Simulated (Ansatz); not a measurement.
# Alloy of InAs and InSb (20 of 32 As sites exchanged), 64 atoms

Wanted: the relaxed alloy cell and its gap (PBEsol and r²SCAN).

Method: density functional theory in Ansatz 0.2.0, PAW datasets, plane waves.

### 1 The system as built

64 atoms (32 In, 20 Sb, 12 As); a = 12.711 Å, b = 12.711 Å, c = 12.711 Å, α = 90.00°, β = 90.00°, γ = 90.00°. All atoms were shaken off their sites by about 0.02 Å along each axis; atoms next to an added one may be pushed further to make room.

Plan of the steps: (2) PBEsol cell relaxation at the single k point (¼, ¼, ¼), on 1 × NVIDIA GB200 with 8 threads of Arm Neoverse-V2; (3) r²SCAN single point at the single k point (¼, ¼, ¼), on 1 × NVIDIA GB200 with 8 threads of Arm Neoverse-V2.

### 2 PBEsol relaxation of the cell and the positions

in.yaml

```yaml
crystal:
  lattice:
    - [12.711282, 0.000000, 0.000000]
    - [0.000000, 12.711282, 0.000000]
    - [0.000000, 0.000000, 12.711282]
  atoms:
    - { symbol: In, position: [0.998565, 0.002531, 0.997536] }
    - { symbol: In, position: [0.001527, 0.000900, 0.497761] }
    - { symbol: In, position: [0.001626, 0.501759, 0.999555] }
    - { symbol: In, position: [0.999661, 0.499670, 0.498412] }
    - { symbol: In, position: [0.501443, 0.999463, 0.999716] }
    - { symbol: In, position: [0.498184, 0.000645, 0.500237] }
    - { symbol: In, position: [0.500925, 0.502926, 0.003527] }
    - { symbol: In, position: [0.502005, 0.498313, 0.499949] }
    - { symbol: In, position: [0.250773, 0.250592, 0.000981] }
    - { symbol: In, position: [0.250503, 0.250453, 0.498939] }
    - { symbol: In, position: [0.249914, 0.748104, 0.999175] }
    - { symbol: In, position: [0.248678, 0.750522, 0.499190] }
    - { symbol: In, position: [0.753579, 0.252587, 0.000385] }
    - { symbol: In, position: [0.749569, 0.249898, 0.499439] }
    - { symbol: In, position: [0.749018, 0.751917, 0.002071] }
    - { symbol: In, position: [0.750335, 0.749806, 0.498836] }
    - { symbol: In, position: [0.250941, 0.999937, 0.251265] }
    - { symbol: In, position: [0.250393, 0.999145, 0.753528] }
    - { symbol: In, position: [0.252233, 0.499669, 0.249576] }
    - { symbol: In, position: [0.245957, 0.501063, 0.751687] }
    - { symbol: In, position: [0.749196, 0.001934, 0.249410] }
    - { symbol: In, position: [0.752319, 0.998995, 0.749321] }
    - { symbol: In, position: [0.748922, 0.502622, 0.249520] }
    - { symbol: In, position: [0.748924, 0.499814, 0.749590] }
    - { symbol: In, position: [0.000292, 0.250939, 0.251414] }
    - { symbol: In, position: [0.000666, 0.251311, 0.748430] }
    - { symbol: In, position: [0.998101, 0.749041, 0.248050] }
    - { symbol: In, position: [0.998292, 0.751827, 0.748813] }
    - { symbol: In, position: [0.501921, 0.249308, 0.250270] }
    - { symbol: In, position: [0.501622, 0.249627, 0.750476] }
    - { symbol: In, position: [0.501189, 0.750947, 0.247452] }
    - { symbol: In, position: [0.497913, 0.748425, 0.748125] }
    - { symbol: Sb, position: [0.124323, 0.125035, 0.126083] }
    - { symbol: Sb, position: [0.126669, 0.126137, 0.627072] }
    - { symbol: Sb, position: [0.121235, 0.620539, 0.124712] }
    - { symbol: Sb, position: [0.124728, 0.623422, 0.625480] }
    - { symbol: Sb, position: [0.624869, 0.126019, 0.125683] }
    - { symbol: Sb, position: [0.375047, 0.372008, 0.126907] }
    - { symbol: Sb, position: [0.376507, 0.374280, 0.621829] }
    - { symbol: Sb, position: [0.374002, 0.874052, 0.122874] }
    - { symbol: Sb, position: [0.375417, 0.873991, 0.619486] }
    - { symbol: Sb, position: [0.873295, 0.873665, 0.126306] }
    - { symbol: Sb, position: [0.378310, 0.124639, 0.375270] }
    - { symbol: Sb, position: [0.373809, 0.126439, 0.875367] }
    - { symbol: Sb, position: [0.374586, 0.625090, 0.375458] }
    - { symbol: Sb, position: [0.375895, 0.624706, 0.875164] }
    - { symbol: Sb, position: [0.873354, 0.122089, 0.376628] }
    - { symbol: Sb, position: [0.873944, 0.125212, 0.875074] }
    - { symbol: Sb, position: [0.128304, 0.374917, 0.375453] }
    - { symbol: Sb, position: [0.125920, 0.374795, 0.874174] }
    - { symbol: Sb, position: [0.127138, 0.875019, 0.378141] }
    - { symbol: Sb, position: [0.125350, 0.875977, 0.877038] }
    - { symbol: As, position: [0.626722, 0.122122, 0.626167] }
    - { symbol: As, position: [0.624247, 0.623917, 0.125195] }
    - { symbol: As, position: [0.622634, 0.624340, 0.622681] }
    - { symbol: As, position: [0.874829, 0.374910, 0.128717] }
    - { symbol: As, position: [0.873379, 0.375165, 0.624341] }
    - { symbol: As, position: [0.876062, 0.874408, 0.624751] }
    - { symbol: As, position: [0.873574, 0.628417, 0.376874] }
    - { symbol: As, position: [0.874968, 0.627126, 0.871709] }
    - { symbol: As, position: [0.625403, 0.374554, 0.373874] }
    - { symbol: As, position: [0.624866, 0.374836, 0.874668] }
    - { symbol: As, position: [0.623103, 0.873298, 0.375847] }
    - { symbol: As, position: [0.622539, 0.871994, 0.877196] }
  symmetry: { detect: false }
kpoints:
  mp_grid: { grid: [1, 1, 1], shift: [0.25, 0.25, 0.25] }
hamiltonian:
  xc: pbesol
scf:
  occupations: { method: fermi_dirac, width: 0.01 }
relax:
  f_tol: 0.03
  max_steps: 80
  escape_saddle: false
  adjacent_minimum: "off"
  cell: { fix: [shape] }
output:
  forces: true
  eigenvalues: true
  populations: true
```

Command:

```
ansatz run in.yaml --threads 8 --pin off --max-ram 118750MiB --runs-dir r --events-out ev --progress --plain --backend cuda --devices 0, --max-vram 170GiB
```

Further steps of the session: r²SCAN on the final geometry.

Q: Predict the outcome of this session. Wanted: for each run, top filled to lowest empty.

**Answer**, as computed:

| level | time | top filled to lowest empty (eV) |
| --- | --- | --- |
| PBEsol, relaxation | 6.9 s (GPU) | 0.68 |
| r²SCAN | 7 s (GPU) | 1.06 |

```
     quantity                                                                         value
   relaxation                                              5 recorded steps, 2.13 eV gained
largest shift                                                 0.22 Å (In3 and others alike)
 relaxed cell  a = 12.710 Å, b = 12.710 Å, c = 12.710 Å, α = 90.00°, β = 90.00°, γ = 90.00°
   mean bonds                                                    As–In 2.671, In–Sb 2.803 Å
```

Relaxation gains 2.13 eV, with shifts up to 0.22 Å (In3 and others alike), while the volume changes by -0.0 %. Part of this undoes the random shake of the start. The mean lengths of the listed bonds run from As–In 2.67 Å to In–Sb 2.80 Å. No spin–orbit coupling is included; with elements this heavy it would shift the edges. With one k point the spacing samples only the states that fold onto it, so it can exceed the gap over the zone.
